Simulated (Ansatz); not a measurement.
**C2H6AlNSe: how energies converge with the basis set**

One table from this session's results is given with a row withheld; the runs are named, their logs left out.

Method: one geometry, several basis sets; program: Ansatz 0.2.0, Gaussian basis.

Levels to be run: PBE0-D4/def2-SVP; ωB97M-V/def2-SVP; PBE0-D4/def2-QZVPP; ωB97M-V/def2-QZVPP; the functionals' def2-TZVPP values are taken from earlier runs.

### Structure used throughout

All runs share one geometry, relaxed beforehand with PBE0-D4 in a triple-zeta def2 set.

SMILES `[NH2][AlH][CH2]C=[Se]`, 11 atoms, charge 0, spin multiplicity 1.

Atoms are counted from 1 here; the program's logs count them from 0.

Bond lengths: N1–Al2 1.755 Å, N1–H6 1.007 Å, N1–H7 1.009 Å, Al2–C3 1.998 Å, Al2–H8 1.580 Å, C3–C4 1.442 Å, C3–H9 1.095 Å, C3–H10 1.094 Å, C4–Se5 1.774 Å, C4–H11 1.091 Å. Angles: Al2–N1–H6 125.4°, Al2–N1–H7 123.6°, H6–N1–H7 110.8°, N1–Al2–C3 118.6°, N1–Al2–H8 121.4°, C3–Al2–H8 120.0°, Al2–C3–C4 107.2°, Al2–C3–H9 103.0°, Al2–C3–H10 106.9°, C4–C3–H9 113.4°, C4–C3–H10 114.2°, H9–C3–H10 111.2°, C3–C4–Se5 127.1°, C3–C4–H11 115.5°, Se5–C4–H11 117.3°.

Set-up of the first run:

in.yaml reads:

```yaml
crystal:
  periodic: [false, false, false]
  atoms:
    - {symbol: N, position_ang: [-1.847936, 0.514628, -0.173901]}
    - {symbol: Al, position_ang: [-0.684313, -0.637499, -0.805261]}
    - {symbol: C, position_ang: [1.206599, -0.535579, -0.166662]}
    - {symbol: C, position_ang: [1.217362, 0.306897, 1.003256]}
    - {symbol: Se, position_ang: [1.371133, 2.073436, 1.048801]}
    - {symbol: H, position_ang: [-2.817057, 0.570492, -0.440751]}
    - {symbol: H, position_ang: [-1.604251, 1.266743, 0.452418]}
    - {symbol: H, position_ang: [-1.107134, -1.748121, -1.846099]}
    - {symbol: H, position_ang: [1.732705, -0.098778, -1.021828]}
    - {symbol: H, position_ang: [1.535517, -1.562807, 0.016839]}
    - {symbol: H, position_ang: [1.062776, -0.206511, 1.953687]}
basis:
  gaussian: {orbitals: def2-SVP}
hamiltonian: {xc: pbe0, dispersion: d4}
output: {orbitals: {seedname: orbitals}}
```

Among the steps run: PBE0-D4 in def2-SVP; ωB97M-V in def2-SVP; PBE0-D4 in def2-QZVPP; ωB97M-V in def2-QZVPP.

One table of the session follows, with a row left open; its other results are not shown here.

It belongs to the step «Density functionals: the series». 

```
functional       basis  HOMO (eV)  LUMO (eV)
   PBE0-D4    def2-SVP      -5.73      -1.87
   PBE0-D4  def2-TZVPP      -5.90      -2.02
   PBE0-D4  def2-QZVPP      -5.93      -2.05
   ωB97M-V    def2-SVP      -7.89       0.19
   ωB97M-V  def2-TZVPP      -8.07      -0.03
   ωB97M-V  def2-QZVPP          ?          ?
```

**Question.** Estimate the row for ωB97M-V, def2-QZVPP.

**Answer.** HOMO (eV): -8.11; LUMO (eV): -0.09. In the column «HOMO (eV)» it is the lowest.
